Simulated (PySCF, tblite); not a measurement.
# C5H14O3Si2: geometry, infrared bands, NMR shifts and electronic excitations

Wanted: the infrared bands, NMR shifts and electronic excitations of C5H14O3Si2 (`C[Si](C)(C)OCC(=O)O[SiH3]`), by calculation.

Computed with tblite 0.8.0 and PySCF 2.14.0, with density-fitted response routines of our own, on a single molecule in the gas phase. Atoms are numbered from 0 throughout.

**1. Starting geometry**

24 atoms, charge 0, multiplicity 1; geometry from: force field or distance geometry start.

Bonds of the start (Å): C0–Si1 1.86, Si1–C2 1.87, Si1–C3 1.85, Si1–O4 1.72, O4–C5 1.39, C5–C6 1.49, C6–O7 1.27, C6–O8 1.38, O8–Si9 1.74, C0–H10 1.10, C0–H11 1.12, C0–H12 1.12, C2–H13 1.12, C2–H14 1.10, C2–H15 1.10, C3–H16 1.12, C3–H17 1.13, C3–H18 1.11, C5–H19 1.08, C5–H20 1.13, Si9–H21 1.49, Si9–H22 1.47, Si9–H23 1.46.

**2. Relaxing the molecule with GFN2-xTB**

Job settings and geometry (Å):

```
{"job": {"kind": "relax", "xc": "GFN2-xTB", "basis": "xTB"}, "charge": 0, "multiplicity": 1}
C     -2.357100     1.828700     0.576600
Si    -1.579900     0.295200    -0.138600
C     -2.093300     0.188400    -1.932000
C     -2.143500    -1.253800     0.702400
O      0.130500     0.335400     0.036200
C      0.715200    -0.925100     0.043400
C      2.194300    -0.775000     0.181300
O      2.886100    -1.833500     0.221400
O      2.815500     0.457900     0.278600
Si     4.548900     0.547900     0.443900
H     -1.662100     2.396200     1.206600
H     -3.244900     1.515900     1.181900
H     -2.699100     2.551600    -0.202700
H     -3.199100     0.330000    -2.014500
H     -1.884900    -0.801800    -2.354100
H     -1.607300     1.006700    -2.488100
H     -1.972300    -1.153700     1.803800
H     -1.511400    -2.118700     0.357300
H     -3.184000    -1.526600     0.447400
H      0.403200    -1.498700    -0.819300
H      0.314700    -1.435900     0.969600
H      4.930300     0.940000     1.827800
H      4.995900     1.663300    -0.399100
H      5.192600    -0.714800     0.077600
```

On the command line:

```bash
$ OMP_NUM_THREADS=1 python probes_run.py task.json out
```

One launch serves the whole session: the jobs run in the order shown.

**Question.** This job is followed by: GFN2-xTB harmonic vibrations, gas phase; PBE0-D3(BJ)/def2-SVP geometry optimisation, gas phase; GIAO PBE0/pcSseg-1 NMR shielding, non-relativistic, gas phase; TDDFT CAM-B3LYP/def2-SVPD, vertical, gas phase, core orbitals frozen in the response; GIAO CAM-B3LYP/pcSseg-1 NMR shielding, non-relativistic, gas phase. What will the session give for the following? strongest single infrared mode (GFN2-xTB); zero-point energy (GFN2-xTB); point group; rotational constants (main isotopes); ¹³C shifts against TMS (PBE0/pcSseg-1, means over atoms taken as alike); ¹H shifts against TMS (PBE0/pcSseg-1, means over atoms taken as alike); ²⁹Si shifts against TMS (PBE0/pcSseg-1); ¹⁷O shifts against H2O (PBE0/pcSseg-1); potential on the surface of density 0.002 e/bohr³, 1st and 99th percentile; lowest singlet (CAM-B3LYP/def2-SVPD); brightest single state of those computed; lowest triplet; vertical ionisation energy (ΔSCF); range of the shift of O7.

The runs gave:

| quantity | value |
| --- | --- |
| strongest single infrared mode (GFN2-xTB) | 1253 cm⁻¹, 478 km/mol |
| zero-point energy (GFN2-xTB) | 112.7 kcal/mol |
| point group | C1 |
| rotational constants (main isotopes) | 1.67, 0.54, 0.48 GHz |
| ¹³C shifts against TMS (PBE0/pcSseg-1, means over atoms taken as alike) | 181.2, 63.9, -1.0 ppm |
| ¹H shifts against TMS (PBE0/pcSseg-1, means over atoms taken as alike) | 4.82, 4.19, 0.09 ppm |
| ²⁹Si shifts against TMS (PBE0/pcSseg-1) | 27.0, -32.8 ppm |
| ¹⁷O shifts against H2O (PBE0/pcSseg-1) | 436.6, 202.3, 35.8 ppm |
| potential on the surface of density 0.002 e/bohr³, 1st and 99th percentile | -1.50 V and 1.17 V |
| lowest singlet (CAM-B3LYP/def2-SVPD) | 5.75 eV (215 nm), f = 0.001 |
| brightest single state of those computed | state 8, 8.16 eV, f = 0.081 |
| lowest triplet | 5.28 eV |
| vertical ionisation energy (ΔSCF) | 9.79 eV |
| range of the shift of O7 | 436.6 to 443.0 ppm |

In words: The optimisation took 177 steps and gained 1.155 eV; among the close pairs (by a distance rule), O8–Si9 changed most, from 1.744 to 1.661 Å (GFN2-xTB). The lowest mode is slightly imaginary (18i cm⁻¹), a soft motion within the noise of the Hessian, so the minimum is not strictly shown. The strongest single mode, at 1253 cm⁻¹, moves mainly C6. Unscaled tight-binding wavenumbers are off by several per cent, some by more. Its intensities can rank the bands wrongly. The start of the PBE0/def2-SVP relaxation was shaken at random by about 0.01 Å, so part of the energy gained, and of the first lengths quoted, undoes that. Over 27 steps the energy fell by 0.359 eV; of the close pairs, O8–Si9 changed most, 1.656 to 1.721 Å (PBE0/def2-SVP). At PBE0/pcSseg-1: The largest span, 606 ppm, is at O7, where the paramagnetic term is -503 ppm. The lowest singlet, at 5.75 eV, is HOMO→LUMO+1 0.59, HOMO−2→LUMO+1 0.24 and is dark; of the 10 states computed, the strongest absorption comes from state 8 at 8.16 eV. The lowest triplet lies 0.48 eV below the lowest singlet (triplets in Tamm-Dancoff, singlets in full TDDFT). The orbital energy would give 9.16 eV for ionisation, ΔSCF gives 9.79 eV. Across the 2 runs the shift of O7 moves most, between 436.6 (PBE0/pcSseg-1) and 443.0 ppm (CAM-B3LYP/pcSseg-1). Part of that comes from the computed reference. These values are for one conformer; the search (at its own cheap level) found 2 more, at 0.72, 0.75 kcal/mol, and measured spectra average over such forms.
